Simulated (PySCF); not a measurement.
# Fluorine: the same states on changed settings

Aim: see what changed settings do to total energies and their difference. The change: radial step 0.8 in ln r (0.13 in the sound run), unsound on purpose. A sound run of the same states serves as the yardstick.

The numbers are computed with PySCF 2.14.0 (unrestricted determinants in a Gaussian basis, no spin-orbit coupling in the energies), except any that are marked as measured or tabulated.

## (1) Starting point

- Element: fluorine (Z = 9)
- Basis: cc-pVDZ-DK (3s2p1d, 14 functions)
- Hamiltonian: scalar relativity by spin-free X2C-1e
- State 1: F⁺: [He] 2s2 2p4, high-spin 3P determinant
- State 2: F²⁺: [He] 2s2 2p3, high-spin 4S determinant
- Methods: BP86, TPSS

Outer shells as boxes (Hund's rule):

F+ [He] 2s2 2p4
```
[He] core
2s [↑↓]
2p [↑↓][↑ ][↑ ]
```

F2+ [He] 2s2 2p3
```
[He] core
2s [↑↓]
2p [↑ ][↑ ][↑ ]
```

The sound run (cc-pVDZ-DK, the spin-free X2C one-electron Hamiltonian (Gaussian nucleus), symmetry-adapted start, fine grid, valence correlation) gave:

| species | method | energy (hartree) |
| --- | --- | --- |
| F⁺ | UHF | -98.88758 |
| F⁺ | BP86 | -99.16437 |
| F⁺ | TPSS | -99.18949 |
| F⁺ | MP2 (valence) | -98.98616 |
| F⁺ | CCSD(T) (valence) | -99.00076 |
| F²⁺ | UHF | -97.66035 |
| F²⁺ | BP86 | -97.85495 |
| F²⁺ | TPSS | -97.88535 |
| F²⁺ | MP2 (valence) | -97.72885 |
| F²⁺ | CCSD(T) (valence) | -97.74285 |

The runs were made by one driver on top of PySCF. The scripts below sum up each run's settings (the driver also hands on starting orbitals that pick excited configurations, and frozen orbitals as a list rather than a count), and the logs come from the driver's own runs. The driver starts from symmetry-adapted Hartree-Fock orbitals, holds the occupation by maximum overlap and uses a logarithmic radial grid for functionals, so a plain start would take other cycles.

It was started by

```sh
> OMP_NUM_THREADS=1 python atomrun2.py TASK.json OUT
```

The integrals over 14 functions and the set-up took 0.01 s of CPU time.

The grid is set inside the driver, so the scripts do not show it: radial step 0.8 in ln r (0.13 in the sound run).

## (2) Changed run, F⁺: the ladder of methods

#### BP86

The input, input.py:

```python
from pyscf import gto, scf, dft, mp, cc
import basis_set_exchange as bse
mol = gto.M(atom="F 0 0 0", charge=1, spin=2, symmetry="D2h",
            basis=gto.basis.parse(bse.get_basis("cc-pVDZ-DK", elements=["F"], fmt="nwchem", header=False)),
            nucmod="G")
mf = dft.UKS(mol, xc="B88,P86").sfx2c1e()
mf.irrep_nelec = {'Ag': (2, 2), 'B1u': (1, 0), 'B2u': (1, 1), 'B3u': (1, 0)}
mf.kernel()
```

Output:

```text
damping factor = 0
level_shift factor = 0
DIIS = <class 'pyscf.scf.diis.CDIIS'>
diis_start_cycle = 1
diis_space = 10
diis_damp = 0
SCF conv_tol = 1e-09
SCF conv_tol_grad = None
number electrons alpha = 5  beta = 3
XC functionals = B88,P86
    A. D. Becke.,  Phys. Rev. A 38, 3098 (1988)
    J. P. Perdew.,  Phys. Rev. B 33, 8822 (1986)
cycle= 1 E= -99.2244132913954  delta_E= -0.00385  |g|= 0.0162  |ddm|= 0.241
cycle= 2 E= -99.2244618383858  delta_E= -4.85e-05  |g|= 0.0105  |ddm|= 0.0412
cycle= 3 E= -99.2244971450488  delta_E= -3.53e-05  |g|= 0.00034  |ddm|= 0.0171
cycle= 4 E= -99.2244971886649  delta_E= -4.36e-08  |g|= 6.63e-06  |ddm|= 0.000635
cycle= 5 E= -99.2244971886912  delta_E= -2.63e-11  |g|= 3.13e-07  |ddm|= 1.85e-05
converged SCF energy = -99.2244971886912  <S^2> = 2.0011403  2S+1 = 3.0007601
```

Time after the integrals: 0.05 s (1 thread of Intel Xeon Platinum 8375C at 2.90GHz, shared host).

Orbital energies by shell (radii are means over both spins):

| shell | electrons | mean orbital energy (eV) | spread (eV) | rms radius (bohr) |
| --- | --- | --- | --- | --- |
| 1s α | 1 | -685.81 | 0 | 0.204 |
| 1s β | 1 | -684.11 | 0 | 0.204 |
| 2s α | 1 | -49.257 | 0 | 1.08 |
| 2s β | 1 | -45.019 | 0 | 1.08 |
| 2p α | 3 | -30.471 | 2.742 | 1.11 |
| 2p β | 1 | -27.088 | 0 | 1.11 |

⟨S²⟩ = 2.001, ⟨L²⟩ = 2.00.

#### TPSS

Changes to input.py:

```diff
@@ -5,3 +5,3 @@
             nucmod="G")
-mf = dft.UKS(mol, xc="B88,P86").sfx2c1e()
+mf = dft.UKS(mol, xc="TPSS").sfx2c1e()
 mf.irrep_nelec = {'Ag': (2, 2), 'B1u': (1, 0), 'B2u': (1, 1), 'B3u': (1, 0)}
```

Output:

```text
damping factor = 0
level_shift factor = 0
DIIS = <class 'pyscf.scf.diis.CDIIS'>
diis_start_cycle = 1
diis_space = 10
diis_damp = 0
SCF conv_tol = 1e-09
SCF conv_tol_grad = None
number electrons alpha = 5  beta = 3
XC functionals = TPSS
    J. Tao, J. P. Perdew, V. N. Staroverov, and G. E. Scuseria.,  Phys. Rev. Lett. 91, 146401 (2003)
    J. P. Perdew, J. Tao, V. N. Staroverov, and G. E. Scuseria.,  J. Chem. Phys. 120, 6898 (2004)
    J. Tao, J. P. Perdew, V. N. Staroverov, and G. E. Scuseria.,  Phys. Rev. Lett. 91, 146401 (2003)
    J. P. Perdew, J. Tao, V. N. Staroverov, and G. E. Scuseria.,  J. Chem. Phys. 120, 6898 (2004)
cycle= 1 E= -99.2323622135457  delta_E= -0.00476  |g|= 0.0372  |ddm|= 0.312
cycle= 2 E= -99.2326117624724  delta_E= -0.00025  |g|= 0.0245  |ddm|= 0.0939
cycle= 3 E= -99.2328004768771  delta_E= -0.000189  |g|= 0.000321  |ddm|= 0.038
cycle= 4 E= -99.2328005250645  delta_E= -4.82e-08  |g|= 9.78e-06  |ddm|= 0.000704
cycle= 5 E= -99.2328005251169  delta_E= -5.25e-11  |g|= 2.44e-07  |ddm|= 2.63e-05
converged SCF energy = -99.2328005251169  <S^2> = 2.001103  2S+1 = 3.0007352
```

Time after the integrals: 0.08 s (1 thread of Intel Xeon Platinum 8375C at 2.90GHz, shared host).

## (3) Changed run, F²⁺

#### BP86

The input, input.py:

```python
from pyscf import gto, scf, dft, mp, cc
import basis_set_exchange as bse
mol = gto.M(atom="F 0 0 0", charge=2, spin=3, symmetry="D2h",
            basis=gto.basis.parse(bse.get_basis("cc-pVDZ-DK", elements=["F"], fmt="nwchem", header=False)),
            nucmod="G")
mf = dft.UKS(mol, xc="B88,P86").sfx2c1e()
mf.irrep_nelec = {'Ag': (2, 2), 'B1u': (1, 0), 'B2u': (1, 0), 'B3u': (1, 0)}
mf.kernel()
```

Output:

```text
damping factor = 0
level_shift factor = 0
DIIS = <class 'pyscf.scf.diis.CDIIS'>
diis_start_cycle = 1
diis_space = 10
diis_damp = 0
SCF conv_tol = 1e-09
SCF conv_tol_grad = None
number electrons alpha = 5  beta = 2
XC functionals = B88,P86
    A. D. Becke.,  Phys. Rev. A 38, 3098 (1988)
    J. P. Perdew.,  Phys. Rev. B 33, 8822 (1986)
cycle= 1 E= -97.8937607227996  delta_E= -0.0034  |g|= 0.0232  |ddm|= 0.351
cycle= 2 E= -97.8939046978096  delta_E= -0.000144  |g|= 0.00887  |ddm|= 0.0661
cycle= 3 E= -97.8939301615804  delta_E= -2.55e-05  |g|= 5.75e-05  |ddm|= 0.0182
cycle= 4 E= -97.8939301626281  delta_E= -1.05e-09  |g|= 2.86e-07  |ddm|= 0.000163
cycle= 5 E= -97.8939301626281  delta_E= -2.84e-14  |g|= 2.46e-09  |ddm|= 8.05e-07
converged SCF energy = -97.8939301626281  <S^2> = 3.750782  2S+1 = 4.000391
```

Time after the integrals: 0.05 s (1 thread of Intel Xeon Platinum 8375C at 2.90GHz, shared host).

The occupied shells:

| shell | electrons | mean orbital energy (eV) | spread (eV) | rms radius (bohr) |
| --- | --- | --- | --- | --- |
| 1s α | 1 | -712.51 | 0 | 0.204 |
| 1s β | 1 | -709.76 | 0 | 0.204 |
| 2s α | 1 | -70.773 | 0 | 1.03 |
| 2s β | 1 | -63.925 | 0 | 1.03 |
| 2p α | 3 | -52.337 | 0 | 0.997 |

⟨S²⟩ = 3.751, ⟨L²⟩ = 0.00.

#### TPSS

Changes to input.py:

```diff
@@ -5,3 +5,3 @@
             nucmod="G")
-mf = dft.UKS(mol, xc="B88,P86").sfx2c1e()
+mf = dft.UKS(mol, xc="TPSS").sfx2c1e()
 mf.irrep_nelec = {'Ag': (2, 2), 'B1u': (1, 0), 'B2u': (1, 0), 'B3u': (1, 0)}
```

Output:

```text
damping factor = 0
level_shift factor = 0
DIIS = <class 'pyscf.scf.diis.CDIIS'>
diis_start_cycle = 1
diis_space = 10
diis_damp = 0
SCF conv_tol = 1e-09
SCF conv_tol_grad = None
number electrons alpha = 5  beta = 2
XC functionals = TPSS
    J. Tao, J. P. Perdew, V. N. Staroverov, and G. E. Scuseria.,  Phys. Rev. Lett. 91, 146401 (2003)
    J. P. Perdew, J. Tao, V. N. Staroverov, and G. E. Scuseria.,  J. Chem. Phys. 120, 6898 (2004)
    J. Tao, J. P. Perdew, V. N. Staroverov, and G. E. Scuseria.,  Phys. Rev. Lett. 91, 146401 (2003)
    J. P. Perdew, J. Tao, V. N. Staroverov, and G. E. Scuseria.,  J. Chem. Phys. 120, 6898 (2004)
cycle= 1 E= -97.8970284074022  delta_E= -0.00513  |g|= 0.0331  |ddm|= 0.429
cycle= 2 E= -97.8973284399753  delta_E= -0.0003  |g|= 0.0121  |ddm|= 0.0918
cycle= 3 E= -97.8973760661676  delta_E= -4.76e-05  |g|= 9.36e-05  |ddm|= 0.0242
cycle= 4 E= -97.89737606908  delta_E= -2.91e-09  |g|= 3.42e-07  |ddm|= 0.000292
cycle= 5 E= -97.8973760690799  delta_E= 5.68e-14  |g|= 3.42e-09  |ddm|= 7.25e-07
converged SCF energy = -97.8973760690799  <S^2> = 3.7504397  2S+1 = 4.0002198
```

It took 0.08 s on 1 thread of Intel Xeon Platinum 8375C at 2.90GHz, shared host, the integrals not counted.

## (4) What moved

| species | method | converged | energy less sound run (eV) |
| --- | --- | --- | --- |
| F⁺ | BP86 | yes | -1.6361 |
| F⁺ | TPSS | yes | -1.1786 |
| F²⁺ | BP86 | yes | -1.0608 |
| F²⁺ | TPSS | yes | -0.3274 |

Ionisation energy of F⁺:

| method | sound run (eV) | changed run (eV) | shift (eV) |
| --- | --- | --- | --- |
| UHF | 33.395 | 33.395 | +0.000 |
| BP86 | 35.631 | 36.207 | +0.575 |
| TPSS | 35.487 | 36.339 | +0.851 |

## (5) Results

| quantity | value |
| --- | --- |
| change | radial step 0.8 in ln r (0.13 in the sound run) |
| runs converged | 4 of 4 |
| largest shift of a converged total energy | 1.64 eV |
| largest shift of the ionisation energy | +0.851 eV (TPSS) |

What this shows: The ionisation energy moves by up to 0.85 eV, at TPSS. A coarse radial grid mis-integrates the density and the exchange-correlation energy, with errors of either sign; Hartree-Fock needs no grid. The setting is unsound on purpose, so these numbers are no properties of the atom.
